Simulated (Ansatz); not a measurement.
# CF2NSi radical: basis-set convergence

How large a basis does CF2NSi radical need? Two functionals are run in growing sets.

The runs use Ansatz 0.2.0, Gaussian basis; one geometry, several basis sets.

Levels to be run: PBE0-D4/def2-SVP; ωB97M-V/def2-SVP; PBE0-D4/def2-QZVPP; ωB97M-V/def2-QZVPP; the functionals' def2-TZVPP values are taken from earlier runs.

**1. Structure used throughout**

An earlier PBE0-D4 in a triple-zeta def2 set relaxation fixed the geometry.

SMILES `N#C[Si](F)F`, 5 atoms, charge 0, spin multiplicity 2.

Atoms are counted from 1 here; the program's logs count them from 0.

Bond lengths: N1–C2 1.153 Å, C2–Si3 1.842 Å, Si3–F4 1.580 Å, Si3–F5 1.580 Å. Angles: N1–C2–Si3 172.4°, C2–Si3–F4 107.6°, C2–Si3–F5 107.6°, F4–Si3–F5 108.8°.

**2. PBE0-D4 in def2-SVP**

in.yaml

```yaml
crystal:
  periodic: [false, false, false]
  atoms:
    - {symbol: N, position_ang: [1.426144, -1.103830, 1.364330]}
    - {symbol: C, position_ang: [0.743009, -0.566352, 0.607508]}
    - {symbol: Si, position_ang: [-0.192768, 0.214058, -0.773477]}
    - {symbol: F, position_ang: [-1.655575, -0.382448, -0.757516]}
    - {symbol: F, position_ang: [-0.270910, 1.764872, -0.482344]}
basis:
  gaussian: {orbitals: def2-SVP}
magnetization: {spin_polarized: true, initial_magnetization: 1}
hamiltonian: {xc: pbe0, dispersion: d4}
output: {orbitals: {seedname: orbitals}}
```

Further steps of the session: ωB97M-V in def2-SVP; PBE0-D4 in def2-QZVPP; ωB97M-V in def2-QZVPP.

**Question.** What will the summary of the whole plan be? Wanted: PBE0-D4: double and triple zeta above quadruple; ωB97M-V: double and triple zeta above quadruple.

The runs gave:

```
                                       quantity           value
PBE0-D4: double and triple zeta above quadruple  13.64, 0.72 eV
ωB97M-V: double and triple zeta above quadruple  13.78, 0.67 eV
```

What this shows: For PBE0-D4 the step from double to triple zeta gains 12.93 eV and the next only 0.72 eV. These are total energies; as a rule much of such shifts cancels in differences, which this series doesn't test.
